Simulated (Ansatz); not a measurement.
## GaH8NSSi, SMILES [NH3+][GaH2-][S][SiH3]: a ladder of methods at one geometry

Run with the Python package of Ansatz (0.2.0).

The script, `gah8nssi_methods.py`:
```python
# -*- coding: utf-8 -*-
"""One geometry of GaH8NSSi, method by method."""

from dataclasses import dataclass
from pathlib import Path

import ansatz as az
import numpy as np


@dataclass
class Settings:
    basis_set: str = "def2-SVP"


opts = Settings()

geometry_ang = [
    ("N", [-1.4401, 0.7468, 0.7011]),
    ("Ga", [-1.0228, -0.7827, -0.3666]),
    ("S", [0.5499, -0.231, -1.9028]),
    ("Si", [2.0598, 0.0556, -0.4028]),
    ("H", [-2.4568, 0.7464, 0.9398]),
    ("H", [-0.8822, 0.7252, 1.5837]),
    ("H", [-1.2131, 1.6202, 0.1755]),
    ("H", [-2.3529, -1.2854, -1.1218]),
    ("H", [-0.4689, -1.9629, 0.5789]),
    ("H", [1.6526, 1.1336, 0.5109]),
    ("H", [3.3265, 0.4244, -1.0518]),
    ("H", [2.2479, -1.1902, 0.3558]),
]
mol = az.Crystal.molecule()
for symbol, xyz in geometry_ang:
    mol = mol.atom(symbol, xyz)

base = mol.calculation().basis(gaussian=opts.basis_set)

print("functional    E (Ha)        dipole (D)   HOMO (eV)  LUMO (eV)")
for name in ["cam_b3lyp", "hse06", "lda", "revpbe", "hf"]:
    summary = base.functional(name).forces().orbitals().run(runs_dir="runs").report
    lines = Path(summary["orbitals_path"]).read_text().splitlines()
    field_of = lambda key: [line.split("=")[1].strip() for line in lines if line.startswith(key)]
    orbitals = [(27.211386 * float(e), s, float(n)) for e, s, n in zip(field_of("Ene="), field_of("Spin="), field_of("Occup="))]
    homo = max(e for e, _, n in orbitals if n > 0.5)
    lumo = min(e for e, _, n in orbitals if n < 0.5)
    dipole = 4.803205 * np.linalg.norm(summary["charge_distribution"]["dipole_moment_e_ang"])
    print(f"{name:10s} {summary['free_energy_ev'] / 27.211386246:14.6f} {dipole:9.3f} {homo:11.3f} {lumo:10.3f}")
```

```console
$ python gah8nssi_methods.py
functional    E (Ha)        dipole (D)   HOMO (eV)  LUMO (eV)
cam_b3lyp    -2671.744113     7.231      -7.669      0.482
hse06        -2671.045563     7.223      -6.068     -0.787
lda          -2665.563928     6.980      -5.321     -1.396
revpbe       -2671.344452     7.057      -5.241     -1.195
hf           -2668.364686     7.647      -9.191      2.564
```

Reading the output:
- Total energies depend on the basis set; only differences at equal settings carry meaning.
- The geometry is a force-field or estimated start, not a minimum of this method, and the basis set is short of its limit. A lower total doesn't mark the better method: functionals have no common bound, and MP2 and coupled cluster aren't variational.
- Levels such as HOMO and LUMO are orbital energies: with these approximate functionals they aren't the ionisation energy and electron affinity, and their gap isn't the fundamental gap.
- hse06 follows the composition of plane-wave codes, whose totals differ by tens of mHa, up to about 0.1 Ha, from the form usual in Gaussian-basis programs (wpbeh).
- Run time: 27 s on 1 thread of Arm Neoverse V2, on a shared host, peak memory 0.43 GiB.
